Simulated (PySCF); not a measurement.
# CuH₃: one geometry, many levels of theory

Aim: at the PBE0 minimum of singlet CuH₃, found before, compare methods on energies and levels.

Computed with PySCF 2.14.0. Level: several methods, basis Cu def2-TZVP, H def2-TZVP, no relativity, density fitting.

**1. Where the work starts**

4 atoms, charge 0, spin multiplicity 1.

Bond lengths: Cu1–H2 1.728 Å, Cu1–H3 1.728 Å, Cu1–H4 1.504 Å, H2–H3 0.782 Å. Angles: H2–Cu1–H3 26.2°, H2–Cu1–H4 166.9°, H3–Cu1–H4 166.9°, Cu1–H2–H3 76.9°, Cu1–H3–H2 76.9°.

```xyz
4
charge 0 multiplicity 1
Cu   -0.0285    0.0000    0.0000
H     1.6548   -0.3912    0.0000
H     1.6548    0.3912    0.0000
H    -1.5320    0.0000    0.0000
```

**2. CCSD(T)**

One driver script runs all steps and calls PySCF; scf.py shows the equivalent input of each level. Each SCF starts from the density of the minimum. The driver also runs the species with one electron less or more at the same geometry (one less: multiplicity 2); their logs are not shown.

scf.py reads:

```python
from pyscf import gto, scf, dft
mol = gto.M(atom='''
Cu    -0.028467     0.000000     0.000000
H      1.654763    -0.391210     0.000000
H      1.654763     0.391210     0.000000
H     -1.532027     0.000000     0.000000''',
    basis={'Cu': 'def2-TZVP', 'H': 'def2-TZVP'},
    charge=0, spin=0)
mf = scf.RHF(mol)
aux = {'Cu': 'def2-universal-JKFIT', 'H': 'def2-universal-JKFIT'}
mf = mf.density_fit(auxbasis=aux)
mf.conv_tol = 1e-08
mf.diis_space = 10
mf.max_cycle = 60
mf.verbose = 4
mf.kernel()
from pyscf import cc
mycc = cc.CCSD(mf, frozen=5).run()
mycc.ccsd_t()
```

Launch:

```console
$ OMP_NUM_THREADS=4 python axn.py task.json out
```

The log of the run:

```text
init E= -1640.58051397975
  HOMO = -0.352100270471011  LUMO = 0.0889145277787155  gap/eV = 12.00062
cycle= 1 E= -1640.59698793337  delta_E= -0.0165  |g|= 0.291  |ddm|= 0.327
  HOMO = -0.319100917255119  LUMO = 0.0929348756094852  gap/eV = 11.21207
cycle= 2 E= -1640.59087402378  delta_E= 0.00611  |g|= 0.417  |ddm|= 0.25
  HOMO = -0.332520651804928  LUMO = 0.0897770099970487  gap/eV = 11.49130
cycle= 3 E= -1640.603934765  delta_E= -0.0131  |g|= 0.0287  |ddm|= 0.105
  HOMO = -0.332045165778258  LUMO = 0.0885861247643476  gap/eV = 11.44596
cycle= 4 E= -1640.60412125259  delta_E= -0.000186  |g|= 0.00639  |ddm|= 0.0508
  HOMO = -0.331623221091602  LUMO = 0.0882707766015115  gap/eV = 11.42590
cycle= 5 E= -1640.60413570533  delta_E= -1.45e-05  |g|= 0.00152  |ddm|= 0.0121
  HOMO = -0.331595048016168  LUMO = 0.0882439858394373  gap/eV = 11.42440
cycle= 6 E= -1640.60413791976  delta_E= -2.21e-06  |g|= 0.000483  |ddm|= 0.00453
  HOMO = -0.331584636761439  LUMO = 0.0882534044221841  gap/eV = 11.42438
cycle= 7 E= -1640.60413814385  delta_E= -2.24e-07  |g|= 0.000148  |ddm|= 0.00158
  HOMO = -0.331586213208485  LUMO = 0.0882630752173715  gap/eV = 11.42468
cycle= 8 E= -1640.60413815666  delta_E= -1.28e-08  |g|= 2.81e-05  |ddm|= 0.000404
  HOMO = -0.331586934059979  LUMO = 0.0882646921713495  gap/eV = 11.42474
cycle= 9 E= -1640.60413815743  delta_E= -7.71e-10  |g|= 8e-06  |ddm|= 5.55e-05
  HOMO = -0.331587627929093  LUMO = 0.088264586572566  gap/eV = 11.42476
Extra cycle  E= -1640.60413815749  delta_E= -5.78e-11  |g|= 5.11e-06  |ddm|= 1.27e-05
converged SCF energy = -1640.60413815749
CCSD nocc = 11, nmo = 58
Init t2, MP2 energy = -1641.35921532326  E_corr(MP2) -0.755077165769433
RCCSD converged
E(RCCSD) = -1641.255803144558  E_corr = -0.6516649870683935
RCCSD(T) correction = -0.0185612217427165
```

This level, with the species of one electron less or more, needed 26 s of wall time on 4 threads of Arm Neoverse V2, shared host.

| Property | Result |
| --- | --- |
| energy | -1641.274364 Eh |
| one electron less (charge +1) | -1640.944420 Eh (doublet, ⟨S²⟩ 0.76) |
| MP2 correlation in its own fitting basis (same spin, opposite spin) | -0.75535 Eh (-0.25519, -0.50015) |
| CCSD, (T) | -0.65166, -0.01856 Eh; T1 0.028, D1 0.094 |

**3. HF**

scf.py, as its differences from that of step 2:

```diff
@@ -17,3 +16,0 @@
-from pyscf import cc
-mycc = cc.CCSD(mf, frozen=5).run()
-mycc.ccsd_t()
```

The SCF cycles repeat those of step 2.

This level, with the species of one electron less or more, took under 0.5 s.

```
energy                        : -1640.604138 Eh
one electron less (charge +1) : -1640.313874 Eh (doublet, ⟨S²⟩ 0.76)
Mulliken charge of Cu1        : +0.01 e
```

**4. PBE0**

scf.py, as its differences from that of step 3:

```diff
@@ -9 +9,2 @@
-mf = scf.RHF(mol)
+mf = dft.RKS(mol, xc='PBE0')
+mf.grids.atom_grid = (75, 302)
```

The log of the run:

```text
init E= -1642.02403142939
  HOMO = -0.24499577833841  LUMO = -0.0205537076982001  gap/eV = 6.10738
cycle= 1 E= -1642.02403142939  delta_E= 5.91e-12  |g|= 1.38e-05  |ddm|= 5.28e-06
  HOMO = -0.244997554083495  LUMO = -0.0205541779670853  gap/eV = 6.10742
Extra cycle  E= -1642.02403142925  delta_E= 1.41e-10  |g|= 4.31e-05  |ddm|= 1.64e-05
converged SCF energy = -1642.02403142925
```

This level, with the species of one electron less or more, took 0.5 s.

```
energy                        : -1642.024031 Eh
one electron less (charge +1) : -1641.687445 Eh (doublet, ⟨S²⟩ 0.75)
Mulliken charge of Cu1        : -0.30 e
```

**5. PBE**

scf.py, as its differences from that of step 4:

```diff
@@ -9 +9 @@
-mf = dft.RKS(mol, xc='PBE0')
+mf = dft.RKS(mol, xc='PBE')
```

The log of the run:

```text
init E= -1642.02716126361
  HOMO = -0.18397978281369  LUMO = -0.0497525154661007  gap/eV = 3.65251
cycle= 1 E= -1642.00762178034  delta_E= 0.0195  |g|= 0.491  |ddm|= 0.369
  HOMO = -0.260166682053328  LUMO = -0.0670128961856236  gap/eV = 5.25598
cycle= 2 E= -1641.75908599004  delta_E= 0.249  |g|= 1.79  |ddm|= 0.766
  HOMO = -0.216214272535409  LUMO = -0.0547228416476733  gap/eV = 4.39441
cycle= 3 E= -1642.0283431494  delta_E= -0.269  |g|= 0.138  |ddm|= 0.502
  HOMO = -0.202790346622609  LUMO = -0.0533619524823061  gap/eV = 4.06615
cycle= 4 E= -1642.0306316531  delta_E= -0.00229  |g|= 0.0307  |ddm|= 0.107
  HOMO = -0.204639730242866  LUMO = -0.0528837182376698  gap/eV = 4.12949
cycle= 5 E= -1642.03075685706  delta_E= -0.000125  |g|= 0.0114  |ddm|= 0.0241
  HOMO = -0.205200763072233  LUMO = -0.0532408117027297  gap/eV = 4.13504
cycle= 6 E= -1642.03077142739  delta_E= -1.46e-05  |g|= 0.000669  |ddm|= 0.00777
  HOMO = -0.205227246893338  LUMO = -0.0532402712305755  gap/eV = 4.13578
cycle= 7 E= -1642.03077149619  delta_E= -6.88e-08  |g|= 9.66e-05  |ddm|= 0.000736
  HOMO = -0.205226237405363  LUMO = -0.0532355040491446  gap/eV = 4.13588
cycle= 8 E= -1642.03077149705  delta_E= -8.64e-10  |g|= 1.48e-05  |ddm|= 3.73e-05
  HOMO = -0.205229992144219  LUMO = -0.0532364278451976  gap/eV = 4.13596
Extra cycle  E= -1642.03077149663  delta_E= 4.25e-10  |g|= 7.06e-05  |ddm|= 3.3e-05
converged SCF energy = -1642.03077149663
```

This level, with the species of one electron less or more, took 1.5 s.

- energy: -1642.030771 Eh
- one electron less (charge +1): -1641.686521 Eh (doublet, ⟨S²⟩ 0.75)
- Mulliken charge of Cu1: -0.39 e

**6. B3LYP**

scf.py, as its differences from that of step 5:

```diff
@@ -9 +9 @@
-mf = dft.RKS(mol, xc='PBE')
+mf = dft.RKS(mol, xc='B3LYP')
```

The log of the run:

```text
init E= -1642.3363167583
  HOMO = -0.236425861773269  LUMO = -0.0314137684809026  gap/eV = 5.57866
cycle= 1 E= -1642.33610058532  delta_E= 0.000216  |g|= 0.0894  |ddm|= 0.0763
  HOMO = -0.250897444206991  LUMO = -0.0347605993490063  gap/eV = 5.88138
cycle= 2 E= -1642.32916708294  delta_E= 0.00693  |g|= 0.306  |ddm|= 0.127
  HOMO = -0.242273834304676  LUMO = -0.0324670524309267  gap/eV = 5.70913
cycle= 3 E= -1642.3368268512  delta_E= -0.00766  |g|= 0.0122  |ddm|= 0.0861
  HOMO = -0.241122933213358  LUMO = -0.0322958981198065  gap/eV = 5.68247
cycle= 4 E= -1642.33684394504  delta_E= -1.71e-05  |g|= 0.000656  |ddm|= 0.00675
  HOMO = -0.241181360032997  LUMO = -0.0322750838494716  gap/eV = 5.68463
cycle= 5 E= -1642.33684399491  delta_E= -4.99e-08  |g|= 0.000308  |ddm|= 0.000505
  HOMO = -0.241188179417324  LUMO = -0.0322906119248003  gap/eV = 5.68439
cycle= 6 E= -1642.33684400646  delta_E= -1.16e-08  |g|= 1.59e-05  |ddm|= 0.000262
  HOMO = -0.241187934225475  LUMO = -0.032289511743758  gap/eV = 5.68442
cycle= 7 E= -1642.33684400656  delta_E= -9.8e-11  |g|= 3.2e-06  |ddm|= 3.3e-05
  HOMO = -0.241187037903519  LUMO = -0.0322900050068471  gap/eV = 5.68438
Extra cycle  E= -1642.33684400656  delta_E= 1.82e-12  |g|= 2.6e-06  |ddm|= 1.05e-05
converged SCF energy = -1642.33684400656
```

This level, with the species of one electron less or more, needed 1.2 s of wall time on 4 threads of Arm Neoverse V2, shared host.

| Property | Result |
| --- | --- |
| energy | -1642.336844 Eh |
| one electron less (charge +1) | -1641.992542 Eh (doublet, ⟨S²⟩ 0.75) |
| Mulliken charge of Cu1 | -0.29 e |

**7. r2SCAN**

scf.py, as its differences from that of step 6:

```diff
@@ -9,2 +9,2 @@
-mf = dft.RKS(mol, xc='B3LYP')
-mf.grids.atom_grid = (75, 302)
+mf = dft.RKS(mol, xc='R2SCAN')
+mf.grids.atom_grid = (90, 434)
```

The log of the run:

```text
init E= -1642.26174521218
  HOMO = -0.198808381362952  LUMO = -0.04028349529914  gap/eV = 4.31368
cycle= 1 E= -1642.26056334489  delta_E= 0.00118  |g|= 0.16  |ddm|= 0.145
  HOMO = -0.231977398733144  LUMO = -0.0472449772489156  gap/eV = 5.02683
cycle= 2 E= -1642.22850852992  delta_E= 0.0321  |g|= 0.632  |ddm|= 0.268
  HOMO = -0.210554258574369  LUMO = -0.0420306573971221  gap/eV = 4.58576
cycle= 3 E= -1642.26295880263  delta_E= -0.0345  |g|= 0.0342  |ddm|= 0.186
  HOMO = -0.207341368378133  LUMO = -0.0416445716434914  gap/eV = 4.50884
cycle= 4 E= -1642.26310306769  delta_E= -0.000144  |g|= 0.00225  |ddm|= 0.021
  HOMO = -0.20741947210288  LUMO = -0.0414667592934572  gap/eV = 4.51580
cycle= 5 E= -1642.26310419052  delta_E= -1.12e-06  |g|= 0.00149  |ddm|= 0.00343
  HOMO = -0.20749556418288  LUMO = -0.0415040040686101  gap/eV = 4.51686
cycle= 6 E= -1642.26310443759  delta_E= -2.47e-07  |g|= 8.99e-05  |ddm|= 0.00086
  HOMO = -0.207501911625714  LUMO = -0.0415053835177019  gap/eV = 4.51700
cycle= 7 E= -1642.26310443862  delta_E= -1.03e-09  |g|= 3.29e-06  |ddm|= 8.6e-05
  HOMO = -0.207501637552459  LUMO = -0.0415048700034939  gap/eV = 4.51700
Extra cycle  E= -1642.26310443863  delta_E= -7.28e-12  |g|= 8.25e-06  |ddm|= 5.72e-06
converged SCF energy = -1642.26310443863
```

This level, with the species of one electron less or more, took 3.7 s.

```
energy                        : -1642.263104 Eh
one electron less (charge +1) : -1641.923800 Eh (doublet, ⟨S²⟩ 0.75)
Mulliken charge of Cu1        : -0.31 e
```

**8. wB97X**

scf.py, as its differences from that of step 7:

```diff
@@ -9,2 +9,2 @@
-mf = dft.RKS(mol, xc='R2SCAN')
-mf.grids.atom_grid = (90, 434)
+mf = dft.RKS(mol, xc='WB97X')
+mf.grids.atom_grid = (75, 302)
```

The log of the run:

```text
init E= -1642.31571741839
  HOMO = -0.332281016504091  LUMO = 0.0555662315448897  gap/eV = 10.55386
cycle= 1 E= -1642.31627489737  delta_E= -0.000557  |g|= 0.0415  |ddm|= 0.137
  HOMO = -0.338098078887865  LUMO = 0.0526519779749695  gap/eV = 10.63285
cycle= 2 E= -1642.31568613577  delta_E= 0.000589  |g|= 0.102  |ddm|= 0.0431
  HOMO = -0.334883727016305  LUMO = 0.0536596099997277  gap/eV = 10.57280
cycle= 3 E= -1642.31645585169  delta_E= -0.00077  |g|= 0.00328  |ddm|= 0.0241
  HOMO = -0.334606831600112  LUMO = 0.0539362847068841  gap/eV = 10.57280
cycle= 4 E= -1642.31646048959  delta_E= -4.64e-06  |g|= 0.0016  |ddm|= 0.00827
  HOMO = -0.334651060578253  LUMO = 0.0539112254175658  gap/eV = 10.57332
cycle= 5 E= -1642.31646123088  delta_E= -7.41e-07  |g|= 0.000239  |ddm|= 0.00327
  HOMO = -0.334677282986483  LUMO = 0.0539224970794763  gap/eV = 10.57434
cycle= 6 E= -1642.31646125755  delta_E= -2.67e-08  |g|= 7.36e-05  |ddm|= 0.000688
  HOMO = -0.334671196623598  LUMO = 0.0539313718479484  gap/eV = 10.57441
cycle= 7 E= -1642.31646126004  delta_E= -2.48e-09  |g|= 2.27e-05  |ddm|= 0.000238
  HOMO = -0.334674229329038  LUMO = 0.053931107674023  gap/eV = 10.57449
Extra cycle  E= -1642.31646125998  delta_E= 5.23e-11  |g|= 4.51e-05  |ddm|= 3.27e-05
converged SCF energy = -1642.31646125998
```

This level, with the species of one electron less or more, took 1.5 s.

| Item | Value |
| --- | --- |
| energy | -1642.316461 Eh |
| one electron less (charge +1) | -1641.972888 Eh (doublet, ⟨S²⟩ 0.75) |
| Mulliken charge of Cu1 | -0.22 e |

**9. The ladder**

| level | atomisation energy (kJ/mol) | vertical ionisation energy (eV) | −ε(HOMO) (eV) | gap (eV) | dipole (D) | wall time |
| --- | --- | --- | --- | --- | --- | --- |
| CCSD(T) | 726 | 8.98 | – | – | – | 26 s |
| HF | 477 | 7.90 | 9.02 | 11.42 | 4.82 | under 0.5 s |
| PBE0 | 726 | 9.16 | 6.67 | 6.11 | 3.81 | 0.5 s |
| PBE | 754 | 9.37 | 5.58 | 4.14 | 3.40 | 1.5 s |
| B3LYP | 756 | 9.37 | 6.56 | 5.68 | 3.70 | 1.2 s |
| r2SCAN | 775 | 9.23 | 5.65 | 4.52 | 3.60 | 3.7 s |
| wB97X | 772 | 9.35 | 9.11 | 10.57 | 3.97 | 1.5 s |

Times are for 4 threads of Arm Neoverse V2, shared host; PBE0 starts from its own converged density, so its time is not comparable. A dash stands where a species or a free atom was not run at that level, or the quantity is not defined.

Atomisation goes to high-spin atoms in their ground configurations, run at the same level, without zero-point energy.

**10. What came out**

```
                                 quantity                        value
atomisation energy, CCSD(T) in this basis                   726 kJ/mol
      vertical ionisation energy, CCSD(T)                      8.98 eV
                       orbital gap, range  4.14 (PBE) to 11.42 (HF) eV
                                   T1, D1                 0.028, 0.094
                     T1, D1 of the cation                 0.023, 0.101
```

In words: The functionals' atomisation energies stand -0 kJ/mol (PBE0) to +48 kJ/mol (r2SCAN) from CCSD(T); much of that can be the slow basis convergence of CCSD(T), which binds tens of kJ/mol more at its limit, so it ranks no functional. HF lacks the correlation that pairing electrons in bonds brings, so it binds too weakly, by 249 kJ/mol even against this CCSD(T). Against CCSD(T), the vertical ionisation energy is best met by PBE0 (+0.18 eV) and worst by HF (-1.08 eV). CCSD(T) took 26 s, about 7 times as long as r2SCAN (3.7 s), which misses it by 0.25 eV. PBE's −ε(HOMO), 5.6 eV, falls 3.4 eV short of the ionisation energy, while its energy difference gives 9.4 eV. The stability of the closed-shell solution was not tested.
